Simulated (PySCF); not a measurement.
# CH6AsNSi2: the cost of one run

Programs: PySCF 2.14.0, with density-fitted response routines of our own. Each step states its level of theory. These are calculated values for one molecule in the gas phase, unless marked as measured. Atoms count from 0, in the outputs and in this text.

## Step 1: The molecule as given

11 atoms, charge 0, multiplicity 1; geometry from: GFN2-xTB. The atoms were then displaced at random by about 0.01 Å, so the start is not that level's minimum.

Bonds of the start (Å): N0–C1 1.12, C1–Si2 1.87, Si2–As3 2.36, As3–Si4 2.30, Si2–H5 1.48, Si2–H6 1.44, As3–H7 1.50, Si4–H8 1.46, Si4–H9 1.49, Si4–H10 1.47.

## Step 2: Relaxing the molecule at PBE0-D3(BJ)/def2-SVP

The job: settings as JSON, then the geometry in Å.

```
{"job": {"xc": "PBE0", "basis": "def2-SVP", "d3": "d3bj", "grid": 1, "shake": 0.01, "kind": "geom"}, "charge": 0, "multiplicity": 1}
N     -2.014760     2.466100     0.062880
C     -1.885070     1.352190     0.025580
Si    -1.543550    -0.477890    -0.090310
As     0.420170    -0.632450    -1.398750
Si     1.893660     0.176550     0.171160
H     -1.463900    -0.908260     1.320530
H     -2.711940    -1.060710    -0.705440
H      0.620240    -2.067910    -0.999170
H      3.264960    -0.082270    -0.251170
H      1.745160    -0.420730     1.525570
H      1.713150     1.629550     0.323460
```

Started as:

```
> OMP_NUM_THREADS=1 python probes_run.py task.json out
```

One launch serves the whole session: the jobs run in the order shown.

**Question.** How long does this first job take on 1 thread of Arm Neoverse V2, shared host, and how much memory does it need?

About 74 s, with a peak of 0.53 GiB.
